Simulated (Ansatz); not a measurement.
**TePt: LAPW beside PAW**

Does the method matter for TePt? The same cell, functional and mesh are run with LAPW, all electrons, PAW on the default files and datasets made for this crystal.

Computed with Ansatz 0.2.0 (DFT PBEsol, scalar-relativistic, unless a step's input says otherwise).

## Step 1: Starting point

It takes space group R-3m (No. 166, trigonal). The conventional cell has a = 3.974 Å, b = 3.974 Å, c = 20.768 Å, α = 90.00°, β = 90.00°, γ = 120.00°. Around Te (site symmetry 3m) lie 3 Pt at 2.60 Å. Around Pt (site symmetry 3m) lie 3 Te at 2.60 Å and 3 Pt at 2.74 Å.

Coordinates:

```
Te Pt
1.0
     1.98690    1.14714    6.92274
    -1.98690    1.14714    6.92274
     0.00000   -2.29428    6.92274
Te Pt
2 2
Cartesian
  0.0000 0.0000 18.7876
  0.0000 0.0000 1.9807
  0.0000 0.0000 13.0963
  0.0000 0.0000 7.6720
```

The cell is one relaxed in the Materials Project, used as it stands.

Atoms are numbered in the order of the input: Te1, Te2, Pt3, Pt4.

## Step 2: LAPW, all electrons

input.yaml reads:

```yaml
crystal:
  lattice:
    - [1.9869027448, 1.1471388346, 6.9227446657]
    - [-1.9869027448, 1.1471388346, 6.9227446657]
    - [0.0, -2.2942776691, 6.9227446657]
  atoms:
    - { symbol: Te, position: [0.90462986, 0.90462986, 0.90462986] }
    - { symbol: Te, position: [0.09537014, 0.09537014, 0.09537014] }
    - { symbol: Pt, position: [0.63059134, 0.63059134, 0.63059134] }
    - { symbol: Pt, position: [0.36940866, 0.36940866, 0.36940866] }
kpoints:
  mp_grid: { grid: [10, 10, 10] }
  band_path:
    path:
      - [0.0, 0.0, 0.0]
      - [0.5, 0.5, 0.5]
      - [0.8150277287, 0.1849722713, 0.5]
      - [0.5, -0.1849722713, 0.1849722713]
      - [0.5, 0.0, 0.0]
      - [0.0, 0.0, 0.0]
      - [0.3424861357, -0.3424861357, 0.0]
      - [0.6575138643, 0.0, 0.3424861357]
      - [0.5, 0.0, 0.5]
    npoints: 14
scf:
  occupations: { method: fermi_dirac, width: 0.08 }
hamiltonian:
  xc: pbesol
  pseudopotentials: { kind: all_electron, lapw: { basis_error: 0.001 } }
output:
  forces: true
  stress: true
  eigenvalues: true
  fatbands: true
  populations: true
  dos: { projected: true, de: 0.2, e_range: [-14, 8] }
```

Run with:

```console
> ansatz run input.yaml --threads 1 --pin off --max-ram 4096MiB --backend cpu --events-out ev --progress --plain --runs-dir out
```

## Step 3: PAW on the default files

input.yaml, as its differences from that of step 2:

```diff
@@ -28,3 +28,3 @@
   xc: pbesol
-  pseudopotentials: { kind: all_electron, lapw: { basis_error: 0.001 } }
+  pseudopotentials: { kind: paw }
 output:
@@ -33,4 +33,9 @@
   eigenvalues: true
-  fatbands: true
+  efg: { contact_densities: true }
   populations: true
+  bader: true
   dos: { projected: true, de: 0.2, e_range: [-14, 8] }
+  write_density: true
+  write_potential: true
+  elf: true
+  volumetric_format: npy
```

## Step 4: Datasets made for this crystal

input.yaml, as its differences from that of step 3:

```diff
@@ -23,3 +23,3 @@
       - [0.5, 0.0, 0.5]
-    npoints: 14
+    npoints: 8
 scf:
@@ -28,3 +28,3 @@
   xc: pbesol
-  pseudopotentials: { kind: paw }
+  pseudopotentials: { kind: all_electron, datasets: crystal }
 output:
@@ -34,8 +34 @@
   efg: { contact_densities: true }
-  populations: true
-  bader: true
-  dos: { projected: true, de: 0.2, e_range: [-14, 8] }
-  write_density: true
-  write_potential: true
-  elf: true
-  volumetric_format: npy
```

(Steps that only read results are left out.)

Before running it: what results should come out? Wanted: pressure; gap; largest force; Bader charges; highest ELF.

The runs gave:

```
           quantity                                               value
           pressure   LAPW -2.53, PAW -2.54, crystal datasets -2.53 GPa
         gap (LAPW)                                                none
      largest force  LAPW 0.174, PAW 0.172, crystal datasets 0.174 eV/Å
Bader charges (PAW)                              Te1 +0.40, Pt3 -0.40 e
  highest ELF (PAW)                                0.75, 1.30 Å from Te
```

In words: At this geometry the cell is under tension of 2.5 GPa, so it would shrink if let go. Bands cross the Fermi level: the crystal is a metal at this level. Te 5p carries the largest share, 66 %, of the projected states within 0.3 eV of the Fermi level. The projection holds only the free atom's occupied shells (Te 5s, Te 5p, Pt 6s, Pt 5d in this range). The field gradient at Te1, the largest by crystal datasets, is -10.25 by PAW and -10.05 by crystal datasets (10²¹ V/m²), within 5 %. Spin–orbit coupling is left out, which moves gradients at and beside heavy atoms by some per cent and at worst by a factor of two. In pressure, PAW differs from LAPW by less than 0.01 GPa. The forces differ by at most 2 meV/Å in a component, on a largest force of 0.174 eV/Å. The price, with the outputs that each input asks for: 8.4 min for LAPW against 78 s for PAW, about 7 to one. Spin-orbit coupling is left out, though the cell holds Pt; in elements this heavy it can shift bands and gaps by tenths of an eV.
